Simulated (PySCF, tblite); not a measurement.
# C6H8F2O: a rotation path, then NMR shifts on frames, part 2 of 2

tblite 0.8.0 and PySCF 2.14.0. Atoms count from 0. Earlier steps stand in the parts before.

### 5 NMR shieldings: image 5, PBE0/pcSseg-1

What the job is given:

```
{"job": {"kind": "nmr", "xc": "PBE0", "basis": "pcSseg-1", "pop": false}, "charge": 0, "multiplicity": 1}
O      2.077200    -1.755900    -1.757400
C      1.673900    -0.931400    -1.047700
C      1.267600     0.047700    -0.293700
C      2.029200     0.412500     0.947500
F      1.551200    -0.265200     2.055700
C     -0.064600     0.723600    -0.539300
C     -1.163100     0.221400     0.421300
C     -2.254000    -0.542300    -0.312200
F     -1.737200    -1.665000    -0.912700
H      1.907700     1.476700     1.172200
H      3.089200     0.156200     0.867500
H     -0.366700     0.539600    -1.571100
H      0.077900     1.798900    -0.417500
H     -1.635500     1.055600     0.941300
H     -0.724800    -0.438400     1.170600
H     -3.034300    -0.882000     0.376100
H     -2.700800     0.059900    -1.110600
```

Method: GIAO PBE0/pcSseg-1 NMR shielding, non-relativistic, gas phase.

The program printed:

```text
coarse grid: 14736 points
cycle   1  E = -507.5064440464  dE =  1.254e+00  |g| = 8.614e-01  |ddm| = 3.680e+00
cycle   2  E = -507.2212128943  dE =  2.852e-01  |g| = 1.559e+00  |ddm| = 1.651e+00
cycle   3  E = -507.6223399570  dE = -4.011e-01  |g| = 2.822e-01  |ddm| = 1.176e+00
cycle   4  E = -507.6378995223  dE = -1.556e-02  |g| = 7.548e-02  |ddm| = 2.496e-01
cycle   5  E = -507.6389645401  dE = -1.065e-03  |g| = 1.661e-02  |ddm| = 6.604e-02
cycle   6  E = -507.6390254581  dE = -6.092e-05  |g| = 5.614e-03  |ddm| = 2.090e-02
cycle   7  E = -507.6390326561  dE = -7.198e-06  |g| = 1.581e-03  |ddm| = 5.716e-03
final grid: 144640 points
cycle   8  E = -507.7187785859  dE = -3.867e-05  |g| = 1.361e-02  |ddm| = 3.857e-02
cycle   9  E = -507.7186679849  dE =  1.106e-04  |g| = 2.769e-02  |ddm| = 2.649e-02
cycle  10  E = -507.7188134975  dE = -1.455e-04  |g| = 2.945e-03  |ddm| = 1.900e-02
cycle  11  E = -507.7188153716  dE = -1.874e-06  |g| = 3.877e-04  |ddm| = 2.325e-03
cycle  12  E = -507.7188153919  dE = -2.026e-08  |g| = 1.796e-04  |ddm| = 4.140e-04
cycle  13  E = -507.7188153970  dE = -5.095e-09  |g| = 3.312e-05  |ddm| = 1.385e-04
cycle  14  E = -507.7188153972  dE = -2.018e-10  |g| = 1.034e-05  |ddm| = 4.318e-05
converged SCF energy = -507.7188153972

GIAO shielding tensors (ppm)
atom      isotropic    diamagn.    paramagn.     s11        s22        s33       span
  0 O      -50.831     402.054    -452.885   -209.584    -89.148    146.238    355.822
  1 C      -15.139     261.045    -276.184   -102.300    -48.254    105.138    207.438
  2 C      150.722     263.169    -112.446    126.590    159.767    165.811     39.221
  3 C       97.548     233.208    -135.660     49.785     90.353    152.505    102.720
  4 F      390.848     475.644     -84.796    340.151    381.924    450.467    110.316
  5 C      157.669     245.117     -87.448    146.143    157.376    169.488     23.344
  6 C      151.114     249.237     -98.123    138.403    147.845    167.095     28.691
  7 C       98.386     239.498    -141.111     63.403     86.958    144.797     81.393
  8 F      425.988     476.168     -50.179    386.222    431.398    460.345     74.123
  9 H       26.555      27.092      -0.536     21.639     27.207     30.820      9.180
 10 H       25.903      25.769       0.134     20.349     26.729     30.633     10.284
 11 H       29.279      31.655      -2.375     25.254     28.622     33.963      8.709
 12 H       29.404      30.869      -1.464     24.239     28.416     35.558     11.318
 13 H       30.055      31.001      -0.946     25.729     28.653     35.781     10.052
 14 H       29.061      31.284      -2.222     24.021     30.205     32.959      8.938
 15 H       26.738      27.199      -0.461     22.072     26.751     31.393      9.321
 16 H       27.144      28.387      -1.243     22.375     27.107     31.949      9.575
```

It took 76 s on 1 thread, shared host.

In short: δ C1 202.1, C3 89.4, C7 88.5, C2 36.2, H10 5.81, H9 5.16 ppm.

### 6 Shielding tensors: image 6, PBE0/pcSseg-1

What the job is given:

```
{"job": {"kind": "nmr", "xc": "PBE0", "basis": "pcSseg-1", "pop": false}, "charge": 0, "multiplicity": 1}
O      1.942200    -1.721000    -1.852700
C      1.578300    -0.912200    -1.105100
C      1.221300     0.052700    -0.308700
C      2.003900     0.327500     0.943000
F      1.497300    -0.367400     2.027600
C     -0.069800     0.814500    -0.522000
C     -1.195600     0.329700     0.410700
C     -2.149800    -0.623200    -0.291200
F     -1.493300    -1.755500    -0.706800
H      1.938200     1.386900     1.211000
H      3.049300     0.021400     0.847900
H     -0.380600     0.709000    -1.562600
H      0.133100     1.870800    -0.336300
H     -1.783600     1.174600     0.771900
H     -0.764900    -0.178500     1.273500
H     -2.951400    -0.950100     0.378800
H     -2.581500    -0.167100    -1.188800
```

Level: GIAO PBE0/pcSseg-1 NMR shielding, non-relativistic, gas phase.

The program printed:

```text
coarse grid: 14736 points
cycle   1  E = -507.5071938077  dE =  1.258e+00  |g| = 8.608e-01  |ddm| = 3.684e+00
cycle   2  E = -507.2227560217  dE =  2.844e-01  |g| = 1.557e+00  |ddm| = 1.655e+00
cycle   3  E = -507.6230320570  dE = -4.003e-01  |g| = 2.817e-01  |ddm| = 1.177e+00
cycle   4  E = -507.6385239246  dE = -1.549e-02  |g| = 7.541e-02  |ddm| = 2.494e-01
cycle   5  E = -507.6395842704  dE = -1.060e-03  |g| = 1.660e-02  |ddm| = 6.608e-02
cycle   6  E = -507.6396451091  dE = -6.084e-05  |g| = 5.615e-03  |ddm| = 2.097e-02
cycle   7  E = -507.6396523442  dE = -7.235e-06  |g| = 1.559e-03  |ddm| = 5.706e-03
final grid: 144640 points
cycle   8  E = -507.7197466781  dE = -3.819e-05  |g| = 1.370e-02  |ddm| = 3.655e-02
cycle   9  E = -507.7196343838  dE =  1.123e-04  |g| = 2.792e-02  |ddm| = 2.657e-02
cycle  10  E = -507.7197818931  dE = -1.475e-04  |g| = 2.914e-03  |ddm| = 1.910e-02
cycle  11  E = -507.7197837244  dE = -1.831e-06  |g| = 3.989e-04  |ddm| = 2.290e-03
cycle  12  E = -507.7197837458  dE = -2.143e-08  |g| = 1.767e-04  |ddm| = 3.999e-04
cycle  13  E = -507.7197837508  dE = -4.910e-09  |g| = 3.346e-05  |ddm| = 1.383e-04
cycle  14  E = -507.7197837510  dE = -2.078e-10  |g| = 9.829e-06  |ddm| = 4.356e-05
converged SCF energy = -507.7197837510

GIAO shielding tensors (ppm)
atom      isotropic    diamagn.    paramagn.     s11        s22        s33       span
  0 O      -49.967     402.153    -452.119   -209.206    -84.697    144.003    353.209
  1 C      -14.900     261.066    -275.965   -101.983    -49.227    106.511    208.494
  2 C      151.408     263.213    -111.806    127.595    160.877    165.751     38.156
  3 C       97.217     233.058    -135.840     49.233     90.488    151.931    102.698
  4 F      391.917     475.642     -83.725    341.134    382.193    452.425    111.292
  5 C      155.414     245.039     -89.625    146.472    153.785    165.985     19.513
  6 C      152.470     249.595     -97.125    141.938    149.520    165.953     24.015
  7 C       97.043     239.174    -142.130     61.913     86.228    142.989     81.076
  8 F      425.492     476.636     -51.144    379.973    435.131    461.372     81.399
  9 H       26.536      27.062      -0.526     21.577     27.228     30.802      9.225
 10 H       25.899      25.813       0.086     20.318     26.736     30.645     10.327
 11 H       29.316      31.539      -2.224     25.605     28.227     34.115      8.511
 12 H       29.371      30.837      -1.465     24.138     28.414     35.561     11.423
 13 H       30.247      30.817      -0.570     25.739     28.550     36.451     10.712
 14 H       28.964      31.127      -2.163     24.020     29.944     32.927      8.907
 15 H       26.683      27.221      -0.538     22.012     26.678     31.358      9.346
 16 H       27.085      28.522      -1.437     22.398     26.987     31.871      9.473
```

Run time: 74 s. Hardware: 1 thread, shared host.

In short: δ C1 201.8, C7 89.9, C3 89.7, C2 35.5, H10 5.82, H9 5.18 ppm.

### 7 NMR shieldings: image 8, PBE0/pcSseg-1

What the job is given:

```
{"job": {"kind": "nmr", "xc": "PBE0", "basis": "pcSseg-1", "pop": false}, "charge": 0, "multiplicity": 1}
O      1.638500    -1.624400    -2.026000
C      1.380100    -0.850400    -1.200800
C      1.137600     0.080700    -0.325700
C      1.995200     0.204600     0.900500
F      1.380400    -0.336200     2.013200
C     -0.083800     0.969700    -0.437800
C     -1.278100     0.446900     0.371400
C     -1.947800    -0.764300    -0.262100
F     -1.156600    -1.882100    -0.171600
H      2.170600     1.259500     1.141400
H      2.944700    -0.325500     0.785500
H     -0.371100     1.071400    -1.486200
H      0.189800     1.958300    -0.062000
H     -2.028600     1.235800     0.446500
H     -0.952500     0.181200     1.377700
H     -2.882400    -1.007300     0.254600
H     -2.143000    -0.606000    -1.328800
```

Level: GIAO PBE0/pcSseg-1 NMR shielding, non-relativistic, gas phase.

The program printed:

```text
coarse grid: 14736 points
cycle   1  E = -507.5083868803  dE =  1.263e+00  |g| = 8.620e-01  |ddm| = 3.688e+00
cycle   2  E = -507.2271649560  dE =  2.812e-01  |g| = 1.553e+00  |ddm| = 1.685e+00
cycle   3  E = -507.6251293835  dE = -3.980e-01  |g| = 2.783e-01  |ddm| = 1.187e+00
cycle   4  E = -507.6401959503  dE = -1.507e-02  |g| = 7.700e-02  |ddm| = 2.502e-01
cycle   5  E = -507.6413003835  dE = -1.104e-03  |g| = 1.682e-02  |ddm| = 6.780e-02
cycle   6  E = -507.6413628402  dE = -6.246e-05  |g| = 5.687e-03  |ddm| = 2.163e-02
cycle   7  E = -507.6413702922  dE = -7.452e-06  |g| = 1.531e-03  |ddm| = 5.793e-03
final grid: 144640 points
cycle   8  E = -507.7205854138  dE = -3.498e-05  |g| = 1.400e-02  |ddm| = 3.406e-02
cycle   9  E = -507.7204676091  dE =  1.178e-04  |g| = 2.858e-02  |ddm| = 2.710e-02
cycle  10  E = -507.7206222107  dE = -1.546e-04  |g| = 2.961e-03  |ddm| = 1.958e-02
cycle  11  E = -507.7206241171  dE = -1.906e-06  |g| = 3.652e-04  |ddm| = 2.323e-03
cycle  12  E = -507.7206241341  dE = -1.703e-08  |g| = 1.774e-04  |ddm| = 3.841e-04
cycle  13  E = -507.7206241390  dE = -4.916e-09  |g| = 3.082e-05  |ddm| = 1.338e-04
cycle  14  E = -507.7206241392  dE = -1.802e-10  |g| = 9.844e-06  |ddm| = 4.173e-05
converged SCF energy = -507.7206241392

GIAO shielding tensors (ppm)
atom      isotropic    diamagn.    paramagn.     s11        s22        s33       span
  0 O      -47.825     402.475    -450.300   -208.121    -79.418    144.062    352.183
  1 C      -14.829     261.620    -276.449   -101.434    -50.441    107.389    208.823
  2 C      153.395     263.791    -110.396    128.781    164.141    167.265     38.484
  3 C       97.831     232.233    -134.401     50.432     90.545    152.517    102.085
  4 F      394.009     476.074     -82.065    348.910    385.365    447.751     98.842
  5 C      152.712     244.827     -92.115    146.313    149.465    162.358     16.045
  6 C      151.710     249.410     -97.700    142.339    152.673    160.118     17.778
  7 C       96.916     239.494    -142.578     60.586     85.683    144.478     83.892
  8 F      417.688     476.667     -58.979    365.547    422.324    465.195     99.648
  9 H       26.382      26.670      -0.288     20.973     27.151     31.021     10.048
 10 H       26.001      26.003      -0.002     20.621     26.592     30.790     10.169
 11 H       29.223      31.119      -1.897     25.090     28.038     34.540      9.450
 12 H       29.451      30.648      -1.196     24.560     28.148     35.646     11.086
 13 H       30.360      30.325       0.035     25.579     28.481     37.021     11.442
 14 H       29.093      30.733      -1.640     25.037     29.461     32.782      7.745
 15 H       26.599      27.238      -0.639     21.606     26.784     31.407      9.801
 16 H       27.039      29.138      -2.099     22.836     26.947     31.335      8.499
```

Wall time 70 s (1 thread, shared host).

In short: δ C1 201.8, C7 90.0, C3 89.1, C6 35.2, H10 5.72, H9 5.34 ppm.

### 8 Comparing the runs: NMR shifts

Shifts (ppm) of some atoms, chosen among heavy atoms and hydrogens apart, with basis size and wall time:

```tsv
frame	C7	C6	C5	H14	H13	F4	F8	functions	time
image 0	86.8	39.7	30.7	2.08	1.88	-217.5	-252.8	193	87 s
image 2	84.9	40.6	26.7	2.08	1.96	-215.5	-255.2	193	72 s
image 5	88.5	35.8	29.3	2.66	1.66	-219.9	-255.0	193	76 s
image 6	89.9	34.5	31.5	2.75	1.47	-221.0	-254.5	193	74 s
image 8	90.0	35.2	34.2	2.62	1.36	-223.1	-246.7	193	70 s
```

### 9 Results

This closing draws on all 2 parts.

```
                                         quantity                                               value
                                          barrier                  0.109 eV (2.5 kcal/mol) at image 5
                            end to end (GFN2-xTB)                                            0.052 eV
  ¹³C shifts against TMS (PBE0/pcSseg-1, image 0)             202.1, 88.8, 86.8, 39.7, 33.3, 30.7 ppm
   ¹H shifts against TMS (PBE0/pcSseg-1, image 0)  5.82, 5.14, 5.03, 4.60, 2.91, 2.08, 1.88, 1.79 ppm
  ¹⁷O shifts against H2O (PBE0/pcSseg-1, image 0)                                           385.0 ppm
¹⁹F shifts against CFCl3 (PBE0/pcSseg-1, image 0)                                  -217.5, -252.8 ppm
            surface potential, 1st and 99th percentile                                  -1.01 V and 1.28 V
                         range of the shift of F8                                -255.2 to -246.7 ppm
```

In words: Along the band the dihedral turns by 109°, and the top (dihedral 246°) lies 2.5 kcal/mol above the start (GFN2-xTB, rough), so at room temperature this motion is fast. The top was not checked by a frequency run. Shifts at one fixed geometry are not the observed spectrum, which averages over the motion. In the first frame run (image 0): Shielding is most anisotropic at O0 (span 359 ppm, paramagnetic term -451 ppm). At PBE0/pcSseg-1, counted by nearest atom on the grid, the HOMO lies on C2 43 %; O0 21 %, the LUMO on C1 48 %; O0 27 %. Across the 5 runs the shift of F8 moves most, between -255.2 (image 2) and -246.7 ppm (image 8).
